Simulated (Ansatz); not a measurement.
**C₃H₆S₂Si: a ladder of functionals and wavefunction methods**

An exercise on one series of results from a longer session: the logs are not shown, and one member is left open.

Method: functionals in def2-TZVPP, the program's frozen cores in correlated methods; program: Ansatz 0.2.0, Gaussian basis.

Levels to be run: PBE-D4, r2SCAN-D4, PBE0-D4, B3LYP-D4, ωB97X-V, ωB97M-V, B2PLYP; CCSD(T)/def2-TZVPP; MP2/def2-QZVPP; extrapolation to the limit.

## The relaxed structure

An earlier PBE0-D4 in a triple-zeta def2 set relaxation fixed the geometry.

SMILES `[SiH3]C1=CC1(S)S`, 12 atoms, charge 0, spin multiplicity 1.

Atoms are counted from 1 here; the program's logs count them from 0.

Bond lengths: Si1–C2 1.843 Å, Si1–H7 1.483 Å, Si1–H8 1.483 Å, Si1–H9 1.484 Å, C2–C3 1.301 Å, C2–C4 1.505 Å, C3–C4 1.463 Å, C3–H10 1.078 Å, C4–S5 1.804 Å, C4–S6 1.808 Å, S5–H11 1.343 Å, S6–H12 1.343 Å. Angles: C2–Si1–H7 108.4°, C2–Si1–H8 109.7°, C2–Si1–H9 108.7°, H7–Si1–H8 110.3°, H7–Si1–H9 109.6°, H8–Si1–H9 110.1°, Si1–C2–C3 153.7°, Si1–C2–C4 143.9°, C3–C2–C4 62.4°, C2–C3–C4 65.7°, C2–C3–H10 149.1°, C4–C3–H10 145.2°, C2–C4–C3 52.0°, C2–C4–S5 120.5°, C2–C4–S6 117.1°, C3–C4–S5 118.2°, C3–C4–S6 120.7°, S5–C4–S6 114.4° and more.

Set-up of the first run:

in.yaml reads:

```yaml
crystal:
  periodic: [false, false, false]
  atoms:
    - {symbol: Si, position_ang: [0.375167, -1.604540, 1.406903]}
    - {symbol: C, position_ang: [0.485858, -0.460329, -0.033460]}
    - {symbol: C, position_ang: [1.013363, -0.025624, -1.140092]}
    - {symbol: C, position_ang: [-0.144443, 0.742024, -0.682026]}
    - {symbol: S, position_ang: [-1.690310, 0.583326, -1.598078]}
    - {symbol: S, position_ang: [0.072575, 2.332764, 0.148872]}
    - {symbol: H, position_ang: [-0.987485, -2.189269, 1.436389]}
    - {symbol: H, position_ang: [1.392650, -2.675624, 1.274628]}
    - {symbol: H, position_ang: [0.609551, -0.827692, 2.649168]}
    - {symbol: H, position_ang: [1.764431, -0.121803, -1.907228]}
    - {symbol: H, position_ang: [-2.482811, 1.095096, -0.641765]}
    - {symbol: H, position_ang: [-0.331546, 3.096572, -0.879311]}
basis:
  gaussian: {orbitals: def2-TZVPP}
hamiltonian: {xc: pbe, dispersion: d4}
output: {forces: true, orbitals: {seedname: orbitals}}
```

Launch:

```bash
> ansatz run in.yaml --threads 2 --pin off --events-out ev --progress --plain --max-ram 32768MiB --backend cuda --devices 0, --max-vram 18GiB
```

Steps of the session up to this table: PBE-D4 (GGA); r2SCAN-D4 (meta-GGA); PBE0-D4 (hybrid); B3LYP-D4 (hybrid); ωB97X-V (range-separated); ωB97M-V (range-separated); B2PLYP (double hybrid); CCSD(T) in def2-TZVPP; MP2 in def2-QZVPP.

One of the session's tables, all rows but one given; the rest of the session is left out.

| method | atomisation energy (kJ/mol) |
| --- | --- |
| PBE-D4 | 4381.0 |
| r2SCAN-D4 | ? |
| PBE0-D4 | 4298.6 |
| B3LYP-D4 | 4249.4 |
| ωB97X-V | 4287.9 |
| ωB97M-V | 4285.0 |
| B2PLYP | 4192.8 |
| HF/def2-TZVPP | 2992.0 |
| MP2/def2-TZVPP | 4215.9 |
| CCSD/def2-TZVPP | 4038.3 |
| CCSD(T)/def2-TZVPP | 4124.8 |
| MP2/CBS | 4345.4 |
| CCSD(T)/CBS | 4254.3 |

**Question.** Estimate the row for r2SCAN-D4.

The run gave: atomisation energy (kJ/mol): 4284.6. In the column «atomisation energy (kJ/mol)» it lies between CCSD(T)/CBS (4254.3) and ωB97M-V (4285.0).

Caveats from the session: Free atoms (1 Si, 3 C, 2 S, 6 H) were run apart at each level; the atomisation energy is their sum less the molecule, without zero-point or spin-orbit terms.
